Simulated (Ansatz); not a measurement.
Runs of Ansatz 0.2.0 on SiO. The structure is cubic, space group Pm-3m (No. 221). The conventional cell has a = 2.807 Å, b = 2.807 Å, c = 2.807 Å, α = 90.00°, β = 90.00°, γ = 90.00°. Si (site symmetry m-3m) has 8 O at 2.43 Å as nearest neighbours. O (site symmetry m-3m) is surrounded by 8 Si at 2.43 Å. The cell was built by a generator and needn't be a form met in nature.

| task | level | cell | k mesh | share of exact exchange | mesh quality | gap on the mesh (eV) | pressure (GPa) | relaxed volume (Å³/atom) |
| --- | --- | --- | --- | --- | --- | --- | --- | --- |
| single point | HSE06 form with a typed share of exact exchange | as given | 5 × 5 × 5 | 0.35 | coarse | 1.29 | (b) | - |
| single point | HSE06 form with a typed share of exact exchange | as given | 5 × 5 × 5 | 0.5 | coarse | 1.81 | -5.2 | - |
| single point | HSE06 form with a typed share of exact exchange | as given | 5 × 5 × 5 | 0 | coarse | - | 2.3 | - |
| single point | HSE06 form with a typed share of exact exchange | as given | 5 × 5 × 5 | 0.1 | coarse | 0.54 | (a) | - |
| relaxation of cell and atoms | PBEsol+D4 | relaxed | 9 × 9 × 9 | - | not flagged | none | 0.0 | 10.54 |
| single point | HSE06 form with a typed share of exact exchange | as given | 5 × 5 × 5 | 0.15 | coarse | 0.68 | -0.1 | - |
| relaxation of cell and atoms | PBEsol+D3(BJ)-ATM | relaxed | 9 × 9 × 9 | - | not flagged | none | 0.0 | 10.47 |
| single point | HSE06 | as given | 5 × 5 × 5 | 0.25 | coarse | 0.98 | -1.7 | - |
| relaxation of cell and atoms | PBEsol | relaxed | 9 × 9 × 9 | - | not flagged | none | 0.0 | 10.66 |
| relaxation of cell and atoms | PBEsol+D3(BJ) | relaxed | 9 × 9 × 9 | - | not flagged | none | 0.0 | 10.43 |

Alike in all rows: potentials or basis Ansatz PAW; no spin polarisation; cutoff (eV) 420; smearing fermi-dirac 0.05 eV.

Task: Estimate the missing entries.

Result: (a) 0.7; (b) -3.2.

Caveats: some runs use coarse meshes; the PAW data sets come from PBE, with cores solved anew for the run's functional, which leaves a small shift of forces and pressure (some runs); odd divisions of the mesh miss points on the zone boundary, where band edges often lie, so the gap on the mesh can be too wide (some runs); the thresholds are loose for stress (some runs); the plane-wave basis is chosen anew once the cell has moved, so the energies of steps on either side of that aren't comparable (some runs); pairwise dispersion overbinds metals, which lowers pressure and volume (some runs); the PAW data sets were made with another functional, which shifts forces and pressure a little (some runs).

A k mesh can miss the band edges.

A gap of «none» marks a metal or a gap under the smearing width.
